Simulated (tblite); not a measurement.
# C4H11Si3: the cost of one run

Programs: tblite 0.8.0 and PySCF 2.14.0, with density-fitted response routines of our own. Each step states its level of theory. These are calculated values for one molecule in the gas phase, unless marked as measured. Atoms count from 0, in the outputs and in this text.

## Step 1: The starting structure

18 atoms, charge 0, multiplicity 2; geometry from: force field or distance geometry start.

Bonds of the start (Å): C0–C1 1.48, C1–C2 1.20, C2–Si3 1.81, Si3–C4 1.82, C4–Si5 1.89, C4–Si6 1.85, C0–H7 1.10, C0–H8 1.10, Si3–H9 1.47, Si3–H10 1.47, C4–H11 1.13, Si5–H12 1.45, Si5–H13 1.48, Si5–H14 1.45, Si6–H15 1.49, Si6–H16 1.46, Si6–H17 1.47.

## Step 2: Optimising the geometry with GFN2-xTB

Job settings and geometry (Å):

```
{"job": {"kind": "relax", "xc": "GFN2-xTB", "basis": "xTB"}, "charge": 0, "multiplicity": 2}
C      4.033600     0.512300     0.225100
C      2.672500     0.027100     0.528900
C      1.573800    -0.376400     0.810700
Si    -0.086600    -0.975800     1.218300
C     -1.353500    -0.029900     0.324700
Si    -2.214700    -1.060700    -1.010800
Si    -0.818500     1.584700    -0.405300
H      4.746000    -0.303000     0.038800
H      3.968600     1.255300    -0.577100
H     -0.209600    -2.419500     0.966300
H     -0.296100    -0.807700     2.667300
H     -2.176000     0.196100     1.062400
H     -2.605500    -2.338900    -0.443300
H     -3.468700    -0.332600    -1.299800
H     -1.458100    -1.117400    -2.247500
H     -2.071400     2.273800    -0.821900
H     -0.215200     2.470200     0.593500
H     -0.029400     1.448700    -1.641900
```

Command:

```console
OMP_NUM_THREADS=1 python probes_run.py task.json out
```

The driver reads the jobs from task.json and runs them one after another.

**Question.** How long does this first job take on 1 thread of AMD EPYC, shared host, and how much memory does it need?

About 4.3 s, with a peak of 0.18 GiB.
